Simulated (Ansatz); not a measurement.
# CH5NS2Si: up Jacob's ladder to CCSD(T)

The task here is to estimate one member of a computed series from the others.

Computed with Ansatz 0.2.0, Gaussian basis. Level: functionals in def2-TZVPP, the program's frozen cores in correlated methods.

The runs, in order: LDA (SPW92), PBE-D4, revPBE-D4, BLYP-D4, r2SCAN-D4, B97M-V, PBE0-D4, B3LYP-D4, r2SCANh-D4, r2SCAN0-D4, HSE06-D4, BHLYP-D4, CAM-B3LYP-D4, LC-ωPBE, ωB97X-V, ωB97M-V, B2PLYP, PBE-QIDH; CCSD(T)/def2-SVP; CCSD(T)/def2-TZVPP; MP2/def2-QZVPP; extrapolation to the limit; RPA on PBE.

### Structure used throughout

All runs share one geometry, relaxed beforehand with PBE0-D4 in a triple-zeta def2 set.

SMILES `C=N[SiH](S)S`, 10 atoms, charge 0, spin multiplicity 1.

Atoms are counted from 1 here; the program's logs count them from 0.

Bond lengths: C1–N2 1.258 Å, C1–H6 1.096 Å, C1–H7 1.100 Å, N2–Si3 1.734 Å, Si3–S4 2.127 Å, Si3–S5 2.127 Å, Si3–H8 1.487 Å, S4–H9 1.345 Å, S5–H10 1.345 Å. Angles: N2–C1–H6 120.1°, N2–C1–H7 124.3°, H6–C1–H7 115.5°, C1–N2–Si3 125.8°, N2–Si3–S4 106.5°, N2–Si3–S5 106.7°, N2–Si3–H8 116.5°, S4–Si3–S5 116.7°, S4–Si3–H8 105.5°, S5–Si3–H8 105.4°, Si3–S4–H9 93.1°, Si3–S5–H10 93.2°.

As a file:

| atom | x (Å) | y (Å) | z (Å) |
| --- | --- | --- | --- |
| C1 | 1.8027 | -0.1683 | 0.6918 |
| N2 | 0.6570 | 0.3132 | 0.4981 |
| Si3 | -0.5775 | -0.3768 | -0.5057 |
| S4 | -2.2119 | -0.8357 | 0.7757 |
| S5 | -0.9478 | 1.0212 | -2.0650 |
| H6 | 2.5123 | 0.3481 | 1.3477 |
| H7 | 2.1678 | -1.1026 | 0.2399 |
| H8 | -0.2400 | -1.6518 | -1.1920 |
| H9 | -2.1162 | 0.3320 | 1.4357 |
| H10 | -0.9633 | 2.0697 | -1.2232 |

Set-up of the first run:

Input file in.yaml:

```yaml
crystal:
  periodic: [false, false, false]
  atoms:
    - {symbol: C, position_ang: [1.802691, -0.168350, 0.691803]}
    - {symbol: N, position_ang: [0.656989, 0.313160, 0.498099]}
    - {symbol: Si, position_ang: [-0.577499, -0.376796, -0.505667]}
    - {symbol: S, position_ang: [-2.211877, -0.835667, 0.775662]}
    - {symbol: S, position_ang: [-0.947762, 1.021238, -2.064972]}
    - {symbol: H, position_ang: [2.512334, 0.348091, 1.347714]}
    - {symbol: H, position_ang: [2.167838, -1.102592, 0.239931]}
    - {symbol: H, position_ang: [-0.239980, -1.651753, -1.192039]}
    - {symbol: H, position_ang: [-2.116193, 0.331954, 1.435696]}
    - {symbol: H, position_ang: [-0.963340, 2.069715, -1.223227]}
basis:
  gaussian: {orbitals: def2-TZVPP}
hamiltonian: {xc: lda}
output: {orbitals: {seedname: orbitals}}
```

Run with:

```bash
$ ansatz run in.yaml --threads 4 --pin off --events-out ev --progress --plain --max-ram 10444MiB
```

Among the steps run: LDA; PBE-D4 (GGA); revPBE-D4 (GGA); BLYP-D4 (GGA); r2SCAN-D4 (meta-GGA); B97M-V (meta-GGA); B3LYP-D4 (hybrid); r2SCANh-D4 (hybrid); r2SCAN0-D4 (hybrid); HSE06-D4 (hybrid); BHLYP-D4 (hybrid); CAM-B3LYP-D4 (range-separated); LC-ωPBE (range-separated); ωB97X-V (range-separated); ωB97M-V (range-separated); B2PLYP (double hybrid); PBE-QIDH (double hybrid).

One of the session's tables, all rows but one given; the rest of the session is left out.

It belongs to the step «Frontier levels by functional». 

```
  functional  HOMO (eV)  gap (eV)
 LDA (SPW92)      -6.24      3.65
      PBE-D4      -6.13      3.79
   revPBE-D4      -6.08      3.84
     BLYP-D4      -5.94      3.76
   r2SCAN-D4      -6.40      4.26
      B97M-V      -6.49      4.48
     PBE0-D4      -7.31      6.05
    B3LYP-D4      -7.05      5.56
  r2SCANh-D4      -6.83      5.09
  r2SCAN0-D4      -7.48      6.34
    HSE06-D4      -6.91      5.27
    BHLYP-D4      -8.33      8.28
CAM-B3LYP-D4      -8.58      8.53
     LC-ωPBE     -10.00     11.14
     ωB97X-V      -9.62     10.69
     ωB97M-V          ?         ?
```

Estimate the missing values for ωB97M-V.

As computed: HOMO (eV): -9.44; gap (eV): 10.41. In the column «HOMO (eV)» it lies between ωB97X-V (-9.62) and CAM-B3LYP-D4 (-8.58).
